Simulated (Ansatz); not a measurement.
**CH5BFNO: a ladder of functionals and wavefunction methods**

Aim: compute CH5BFNO with functionals from several rungs and with coupled cluster. The yardstick is the atomisation energy at the CCSD(T) limit.

Method: functionals in def2-TZVPP, the program's frozen cores in correlated methods; program: Ansatz 0.2.0, Gaussian basis.

The runs, in order: PBE-D4, r2SCAN-D4, PBE0-D4, B3LYP-D4, ωB97X-V, ωB97M-V, B2PLYP; CCSD(T)/def2-TZVPP; MP2/def2-QZVPP; extrapolation to the limit.

### Step 1. Structure used throughout

The geometry comes from an earlier relaxation with PBE0-D4/def2-TZVP; it is a stationary point, not always the lowest conformer.

10 atoms, charge 0, spin multiplicity 1.

Atoms are counted from 1 here; the program's logs count them from 0.

Bond lengths: N1–B2 1.391 Å, N1–H6 1.003 Å, N1–H7 1.006 Å, B2–O3 1.378 Å, B2–H8 1.199 Å, O3–C4 1.372 Å, C4–F5 1.375 Å, C4–H9 1.096 Å, C4–H10 1.092 Å. Angles: B2–N1–H6 122.6°, B2–N1–H7 122.7°, H6–N1–H7 114.7°, N1–B2–O3 118.4°, N1–B2–H8 121.1°, O3–B2–H8 120.4°, B2–O3–C4 120.1°, O3–C4–F5 109.9°, O3–C4–H9 111.9°, O3–C4–H10 108.8°, F5–C4–H9 107.1°, F5–C4–H10 107.4°, H9–C4–H10 111.7°.

### Step 2. PBE-D4 (GGA)

in.yaml

```yaml
crystal:
  periodic: [false, false, false]
  atoms:
    - {symbol: N, position_ang: [-1.678812, -0.950625, -0.488643]}
    - {symbol: B, position_ang: [-0.487319, -0.561320, 0.115057]}
    - {symbol: O, position_ang: [0.061961, 0.652347, -0.238847]}
    - {symbol: C, position_ang: [1.294129, 1.016548, 0.243503]}
    - {symbol: F, position_ang: [2.279807, 0.563116, -0.600778]}
    - {symbol: H, position_ang: [-2.140651, -1.812581, -0.266004]}
    - {symbol: H, position_ang: [-2.136460, -0.398437, -1.193929]}
    - {symbol: H, position_ang: [0.044081, -1.250416, 0.940126]}
    - {symbol: H, position_ang: [1.490549, 0.583099, 1.230492]}
    - {symbol: H, position_ang: [1.355916, 2.106968, 0.261923]}
basis:
  gaussian: {orbitals: def2-TZVPP}
hamiltonian: {xc: pbe, dispersion: d4}
output: {forces: true, orbitals: {seedname: orbitals}}
```

The run is started by

```sh
$ ansatz run in.yaml --threads 4 --pin off --events-out ev --progress --plain --max-ram 10444MiB
```

Further steps of the session: r2SCAN-D4 (meta-GGA); PBE0-D4 (hybrid); B3LYP-D4 (hybrid); ωB97X-V (range-separated); ωB97M-V (range-separated); B2PLYP (double hybrid); CCSD(T) in def2-TZVPP; MP2 in def2-QZVPP.

Before running them: what should the planned runs give, taken together? Wanted: atomisation energy, CCSD(T)/CBS; farthest; mean size of error, hybrid; mean size of error, range-separated; gap, smallest and largest; T1 diagnostic; triples share of the correlation energy.

**Answer**, as computed:

| quantity | value |
| --- | --- |
| atomisation energy, CCSD(T)/CBS | 3947.0 kJ/mol |
| functionals within 19.7 kJ/mol (0.5 %) | r2SCAN-D4, PBE0-D4, ωB97X-V, B2PLYP |
| farthest | PBE-D4 (+117.2 kJ/mol) |
| mean size of error, hybrid | 18.3 kJ/mol |
| mean size of error, range-separated | 24.3 kJ/mol |
| gap, smallest and largest | 6.69 eV (PBE-D4), 13.51 eV (ωB97X-V) |
| T1 diagnostic | 0.0121 |
| triples share of the correlation energy | 3.4 % |

PBE-D4 is off by +117.2 kJ/mol, about 13.0 kJ/mol a bond. Double hybrids carry the basis error of their MP2 part in triple zeta, and no dispersion term here, so their miss is partly the set-up's. The reference freezes the cores and leaves out relativity and excitations past (T), so misses under about 19.7 kJ/mol can't be ranked. Hartree-Fock recovers 72 % of the binding; the rest is correlation. The gap grows from 6.7 to 13.5 eV across the functionals, mostly with the share of exact exchange.
